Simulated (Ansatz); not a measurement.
# CH8BInSi: the cost of one run

Method: RKS PBE0/def2-mTZVP, in Ansatz 0.2.0.

## Step 1: Starting point

Bond lengths: Si1–B2 1.907 Å, B2–C3 1.558 Å, C3–In4 2.134 Å, Si1–H5 1.425 Å, Si1–H6 1.532 Å, Si1–H7 1.483 Å, B2–H8 1.143 Å, C3–H9 1.066 Å, C3–H10 1.122 Å, In4–H11 1.429 Å, In4–H12 1.220 Å. Angles (14 of 18 angles, heavy atoms first): Si1–B2–C3 118.8°, B2–C3–In4 102.3°, Si1–B2–H8 121.8°, C3–B2–H8 119.2°, B2–Si1–H5 113.0°, B2–Si1–H6 109.3°, B2–Si1–H7 110.2°, B2–C3–H9 112.1°, B2–C3–H10 111.0°, In4–C3–H9 132.3°, In4–C3–H10 84.7°, C3–In4–H11 117.5°, C3–In4–H12 88.0°, H5–Si1–H6 108.4°.

Structure file:

```xyz
12

Si   -0.7919    1.4189    0.0910
B    -0.8575   -0.3056   -0.7214
C     0.4305   -1.1824   -0.7264
In    1.4158   -0.5525    1.0587
H     0.4861    1.7257    0.6409
H    -1.1383    2.4845   -0.9533
H    -1.8327    1.5298    1.1410
H    -1.7853   -0.6756   -1.2768
H     0.7852   -1.3672   -1.7142
H     0.2650   -2.1431   -0.1715
H     0.7155   -0.7168    2.2930
H     2.3846   -0.2706    0.3732
```

## Step 2: End point A

Contents of input.yaml:

```yaml
crystal:
  periodic: [false, false, false]
  atoms:
    - { symbol: Si, position_ang: [-0.7919, 1.4189, 0.091] }
    - { symbol: B, position_ang: [-0.8575, -0.3056, -0.7214] }
    - { symbol: C, position_ang: [0.4305, -1.1824, -0.7264] }
    - { symbol: In, position_ang: [1.4158, -0.5525, 1.0587] }
    - { symbol: H, position_ang: [0.4861, 1.7257, 0.6409] }
    - { symbol: H, position_ang: [-1.1383, 2.4845, -0.9533] }
    - { symbol: H, position_ang: [-1.8327, 1.5298, 1.141] }
    - { symbol: H, position_ang: [-1.7853, -0.6756, -1.2768] }
    - { symbol: H, position_ang: [0.7852, -1.3672, -1.7142] }
    - { symbol: H, position_ang: [0.265, -2.1431, -0.1715] }
    - { symbol: H, position_ang: [0.7155, -0.7168, 2.293] }
    - { symbol: H, position_ang: [2.3846, -0.2706, 0.3732] }
basis:
  gaussian: { orbitals: def2-mTZVP }
hamiltonian:
  xc: pbe0
relax:
  f_tol: 0.02
  max_steps: 50
```

The run is started by

```console
$ ansatz run input.yaml --threads 2 --pin off --max-ram 3072MiB --backend cpu --events-out ev --progress --plain --runs-dir out
```

**Question.** How long does this run take on 2 threads of AMD EPYC 9R45 (Zen 5), shared host, and how much memory does it need?

About 36 s, with a peak of 0.32 GiB.
